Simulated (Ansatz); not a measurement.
**CH4AlI: a rigid scan of the bond length C1–H5**

How does the energy rise as the bond length C1–H5 leaves its equilibrium value, and do density functionals follow CCSD(T)? No other atom is relaxed.

The runs use Ansatz 0.2.0, Gaussian basis; single points in def2-TZVPP.

Levels: PBE-D4, r2SCAN-D4, PBE0-D4, B3LYP-D4, wB97M-V, Hartree-Fock, MP2, CCSD, CCSD(T). The scan takes 0.982, 1.004, 1.036, 1.073, 1.115, 1.160, 1.207, 1.257, 1.309 Å.

Correlated methods freeze the cores. Filled d shells of the heavier atoms are correlated. Core potentials replace the inner electrons past krypton, and spin-orbit coupling is left out. B3LYP uses VWN-RPA correlation.

27 further runs of the same task are left out: 27 set aside as unsound or not needed.

### 1 The system as given

SMILES `[CH3][AlH][I]`, 7 atoms, charge 0, spin multiplicity 1.

Atoms are counted from 1 here; the program's logs count them from 0.

Bond lengths: C1–Al2 1.925 Å, C1–H4 1.163 Å, C1–H5 1.115 Å, C1–H6 1.123 Å, Al2–I3 2.570 Å, Al2–H7 1.622 Å. Angles: Al2–C1–H4 108.3°, Al2–C1–H5 113.1°, Al2–C1–H6 113.3°, H4–C1–H5 109.4°, H4–C1–H6 105.4°, H5–C1–H6 107.0°, C1–Al2–I3 119.0°, C1–Al2–H7 120.7°, I3–Al2–H7 120.2°.

Geometry (Å):

```mol
CH4AlI
  3D, bonds by distance, orders not assigned

  7  6  0  0  0  0  0  0  0  0999 V2000
   -0.7625    0.4430   -0.3256 C   0  0
    0.9127   -0.3674    0.1654 Al  0  0
    0.9364   -2.1754    1.9918 I   0  0
   -0.6759    1.5915   -0.1609 H   0  0
   -1.6260    0.0492    0.2590 H   0  0
   -1.0164    0.3161   -1.4126 H   0  0
    2.2928    0.0750   -0.5629 H   0  0
  1  2  8  0
  1  4  8  0
  1  5  8  0
  1  6  8  0
  2  3  8  0
  2  7  8  0
M  END
```

### 2 A first relaxation in a small basis

pre/in.yaml

```yaml
crystal:
  periodic: [false, false, false]
  atoms:
    - {symbol: C, position_ang: [-0.762500, 0.443000, -0.325600]}
    - {symbol: Al, position_ang: [0.912700, -0.367400, 0.165400]}
    - {symbol: I, position_ang: [0.936400, -2.175400, 1.991800]}
    - {symbol: H, position_ang: [-0.675900, 1.591500, -0.160900]}
    - {symbol: H, position_ang: [-1.626000, 0.049200, 0.259000]}
    - {symbol: H, position_ang: [-1.016400, 0.316100, -1.412600]}
    - {symbol: H, position_ang: [2.292800, 0.075000, -0.562900]}
basis:
  gaussian: {orbitals: def2-SVP}
hamiltonian: {xc: pbe, dispersion: d4}
relax: {f_tol: 0.03, max_steps: 250}
```

No record of the launch command was kept for these runs.

Further steps of the session: Relaxation at PBE0-D4; Reference energies at the minimum; C1–H5 = 0.982 Å; C1–H5 = 1.004 Å; C1–H5 = 1.036 Å; C1–H5 = 1.073 Å; C1–H5 = 1.115 Å; C1–H5 = 1.160 Å; C1–H5 = 1.207 Å; C1–H5 = 1.257 Å; C1–H5 = 1.309 Å.

Q: Predict the outcome of this session. Wanted: highest point, CCSD(T); lowest point, CCSD(T); minimum along the scan, CCSD(T); RMS deviation from CCSD(T); largest T1 diagnostic.

The runs gave:

| quantity | value |
| --- | --- |
| highest point, CCSD(T) | 12.3 kcal/mol at 1.309 Å |
| lowest point, CCSD(T) | 0.0 kcal/mol at 1.091 Å |
| minimum along the scan, CCSD(T) | 1.091 Å |
| curvature there | 33.5 eV/Å² |
| RMS deviation from CCSD(T) | PBE-D4 0.6, r2SCAN-D4 0.1, PBE0-D4 0.1, B3LYP-D4 0.1, wB97M-V 0.2, Hartree-Fock 0.9, MP2 0.4, CCSD 0.2 kcal/mol |
| largest T1 diagnostic | 0.009 |

A polynomial through the near points puts the CCSD(T) minimum at the PBE0-D4 value. It is steeper on the short side than on the long one. Curvature against CCSD(T): PBE-D4 -4 %, Hartree-Fock +7 %. Best along the scan: r2SCAN-D4. Worst: Hartree-Fock.
